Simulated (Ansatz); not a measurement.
**CH₇AlGeSi: a ladder of functionals and wavefunction methods**

An exercise on one series of results from a longer session: the logs are not shown, and one member is left open.

The runs use Ansatz 0.2.0, Gaussian basis; functionals in def2-TZVPP, the program's frozen cores in correlated methods.

Plan: PBE-D4, r2SCAN-D4, PBE0-D4, B3LYP-D4, ωB97X-V, ωB97M-V, B2PLYP; CCSD(T)/def2-TZVPP; MP2/def2-QZVPP; extrapolation to the limit.

### Structure used throughout

All runs share one geometry, relaxed beforehand with PBE0-D4 in a triple-zeta def2 set.

SMILES `[CH2]1[AlH][GeH2][SiH2]1`, 11 atoms, charge 0, spin multiplicity 1.

Atoms are counted from 1 here; the program's logs count them from 0.

Bond lengths: C1–Al2 1.969 Å, C1–Si4 1.889 Å, C1–H5 1.101 Å, C1–H6 1.091 Å, Al2–Ge3 2.475 Å, Al2–H7 1.589 Å, Ge3–Si4 2.406 Å, Ge3–H8 1.536 Å, Ge3–H9 1.542 Å, Si4–H10 1.492 Å, Si4–H11 1.490 Å. Angles: Al2–C1–Si4 96.7°, Al2–C1–H5 105.7°, Al2–C1–H6 121.3°, Si4–C1–H5 107.2°, Si4–C1–H6 117.1°, H5–C1–H6 107.5°, C1–Al2–Ge3 89.7°, C1–Al2–H7 129.7°, Ge3–Al2–H7 140.1°, Al2–Ge3–Si4 72.4°, Al2–Ge3–H8 126.1°, Al2–Ge3–H9 114.7°, Si4–Ge3–H8 119.3°, Si4–Ge3–H9 111.9°, H8–Ge3–H9 108.3°, C1–Si4–Ge3 93.7°, C1–Si4–H10 109.7°, C1–Si4–H11 115.6° and more.

The first run:

Input file in.yaml:

```yaml
crystal:
  periodic: [false, false, false]
  atoms:
    - {symbol: C, position_ang: [-0.279461, 1.274506, -0.579519]}
    - {symbol: Al, position_ang: [1.234180, 0.926058, 0.631314]}
    - {symbol: Ge, position_ang: [0.295734, -1.308033, 1.137111]}
    - {symbol: Si, position_ang: [-0.729761, -0.532628, -0.896088]}
    - {symbol: H, position_ang: [-1.073892, 1.702328, 0.051867]}
    - {symbol: H, position_ang: [-0.170906, 1.919333, -1.452806]}
    - {symbol: H, position_ang: [2.545947, 1.784762, 0.890761]}
    - {symbol: H, position_ang: [1.066982, -2.636162, 1.129926]}
    - {symbol: H, position_ang: [-0.704743, -1.336358, 2.309975]}
    - {symbol: H, position_ang: [0.055051, -1.049771, -2.054564]}
    - {symbol: H, position_ang: [-2.173733, -0.801135, -1.147278]}
basis:
  gaussian: {orbitals: def2-TZVPP}
hamiltonian: {xc: pbe, dispersion: d4}
output: {forces: true, orbitals: {seedname: orbitals}}
```

On the command line:

```
ansatz run in.yaml --threads 4 --pin off --events-out ev --progress --plain --max-ram 10444MiB
```

Among the steps run: PBE-D4 (GGA); r2SCAN-D4 (meta-GGA); PBE0-D4 (hybrid); B3LYP-D4 (hybrid); ωB97X-V (range-separated); ωB97M-V (range-separated); B2PLYP (double hybrid); CCSD(T) in def2-TZVPP; MP2 in def2-QZVPP.

One of the session's tables, all rows but one given; the rest of the session is left out.

| method | atomisation energy (eV) |
| --- | --- |
| PBE-D4 | 34.353 |
| r2SCAN-D4 | 34.619 |
| PBE0-D4 | 34.256 |
| B3LYP-D4 | 34.198 |
| ωB97X-V | ? |
| ωB97M-V | 34.367 |
| B2PLYP | 33.813 |
| HF/def2-TZVPP | 25.644 |
| MP2/def2-TZVPP | 33.661 |
| CCSD/def2-TZVPP | 33.317 |
| CCSD(T)/def2-TZVPP | 33.745 |
| MP2/CBS | 34.464 |
| CCSD(T)/CBS | 34.548 |

Q: Estimate the row for ωB97X-V from the others.

As computed: atomisation energy (eV): 34.707. In the column «atomisation energy (eV)» it is the highest.

Limits of these values: Free atoms (1 C, 1 Al, 1 Ge, 1 Si, 7 H) were run apart at each level; the atomisation energy is their sum less the molecule, without zero-point or spin-orbit terms.
